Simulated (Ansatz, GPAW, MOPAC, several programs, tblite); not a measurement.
## SnSeTe (Janus 1T monolayer) from semi-empirical methods to plane-wave DFT

SnSeTe (Janus 1T monolayer), relaxed with r2SCAN in Ansatz, was computed with several methods. In-plane lattice: a = 3.992 Å, b = 3.992 Å, γ = 120.0°; thickness between the outer nuclei 3.31 Å. Around Sn lie 3 Se at 2.77 Å and 3 Te at 2.91 Å; around Se lie 3 Sn at 2.77 Å; around Te lie 3 Sn at 2.91 Å. Note: simulated data, non-magnetic, for a generated structure that need not be the stable one.

```yaml
crystal:
  lattice:
    - [3.99154, 0.00000, 0.00000]
    - [-1.99577, 3.45678, 0.00000]
    - [0.00000, 0.00000, 30.33730]
  atoms:
    - { symbol: Sn, position: [0.00000, 0.00000, 0.29925] }
    - { symbol: Se, position: [0.33333, 0.66667, 0.34991] }
    - { symbol: Te, position: [0.66667, 0.33333, 0.24083] }
```
Periodic in the plane only; c spans the vacuum.

Gaps and times are for a single point on this cell. Times are rough, from shared hosts (Arm Neoverse V1), and each method has its own mesh and cell size. PM6 (MOPAC), PM7 (MOPAC), GFN1-xTB (tblite) treat a cluster of cells at its zone centre, which samples few k points: where these miss a band edge, the gap comes out too large for that reason alone. Gaps from k meshes are read at a limited set of points (mesh, symmetry points, PBE's band edges), so each method's own least gap may be somewhat smaller. xTB and the PM methods were fitted mostly to molecules, and can miss a solid's gap by electronvolts. Minimal bases can be far off for gaps. d marks a direct gap, i an indirect one (no mark: not told apart), a dash a value that wasn't computed or didn't pass its checks.

```
                              method              kind      gap (eV)  atoms computed  processor time
                         PM6 (MOPAC)    semi-empirical          3.31              27          0.45 s
                         PM7 (MOPAC)    semi-empirical          4.59              27          0.46 s
                   GFN1-xTB (tblite)     tight binding          0.61              27           1.1 s
              PBE/single zeta (GPAW)       small basis        0.28 i               3           5.6 s
light PBE (260 eV and a coarse mesh)  light plane-wave  overlap 0.01               3           6.4 s
                                 PBE         semilocal  overlap 0.03               3            30 s
                              r2SCAN         semilocal        0.15 i               3            82 s
```

Against r2SCAN (0.15 eV) and with closed or daggered gaps left aside, the nearest gap at the points sampled is that of PBE/single zeta (GPAW) (+0.13 eV) and the farthest that of PM7 (MOPAC) (+4.44 eV). r2SCAN is only a yardstick of convenience: semilocal gaps usually lie below measured ones, which GLLB-SC and hybrids aim to mend.

Runs without a result: GFN2-xTB (tblite) (single point).

With PBE the bands overlap or touch, or nearly. Semilocal functionals can close a real gap, so this doesn't show a metal; small gaps of other methods may in turn close between the points read or with spin-orbit coupling, and the solid may be a semimetal.

Spin-orbit coupling is left out, which matters wherever the heavy atoms make up the band edges.
